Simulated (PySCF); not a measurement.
# C8H18N3PS: the cost of one run

Programs: PySCF 2.14.0, with routines of our own; each step states its level. All values are computed. Atoms count from 0.

### 1 The system as given

31 atoms, charge 0, multiplicity 1; geometry from: GFN2-xTB.

### 2 Vibronic structure: TDA B3LYP/def2-SV(P)

Job settings and geometry (Å):

```
{"job": {"kind": "vib", "xc": "B3LYP", "basis": "def2-SV(P)", "tda": true}, "charge": 0, "multiplicity": 1}
C     -2.436654     1.651235     0.860308
C     -1.915254     1.240768    -0.513303
N     -0.828602     0.278254    -0.461872
C     -1.135540    -1.131907    -0.595976
C     -1.815847    -1.740121     0.626810
P      0.757175     0.745131    -0.216486
S      0.937462     2.673358    -0.115570
N      1.358480    -0.227028     1.035850
C      1.211441     0.119361     2.425407
C      2.346335    -1.108660     0.586456
C      2.526594    -1.046953    -0.732670
N      1.688020    -0.108934    -1.343387
C      1.876271     0.346055    -2.696042
H     -2.795984     0.796903     1.426515
H     -1.638231     2.132707     1.420212
H     -3.250715     2.362081     0.741846
H     -1.550820     2.138429    -1.021490
H     -2.720296     0.808658    -1.114748
H     -1.770927    -1.273513    -1.478539
H     -0.190039    -1.652094    -0.770533
H     -2.826682    -1.358900     0.743847
H     -1.246233    -1.510315     1.523576
H     -1.869022    -2.820339     0.513554
H      2.157433     0.451126     2.862975
H      0.492676     0.937912     2.493220
H      0.836772    -0.733251     2.999622
H      2.843612    -1.745968     1.292256
H      3.204100    -1.621343    -1.334881
H      2.913502     0.637376    -2.882744
H      1.238065     1.219189    -2.846655
H      1.590884    -0.429728    -3.412927
```

With the program's defaults for keys left out, this is: TDA B3LYP/def2-SV(P) vertical-gradient vibronic structure (displaced harmonic oscillators, Condon), gas phase.

The run is started by

```bash
$ OMP_NUM_THREADS=1 python excited_run.py task.json out
```

One launch serves the whole session: the jobs run in the order shown.

Q: Estimate the wall time and peak memory of this first job on 1 thread of Arm Neoverse V1, shared host.

About 2.2 min, with a peak of 1.8 GiB.
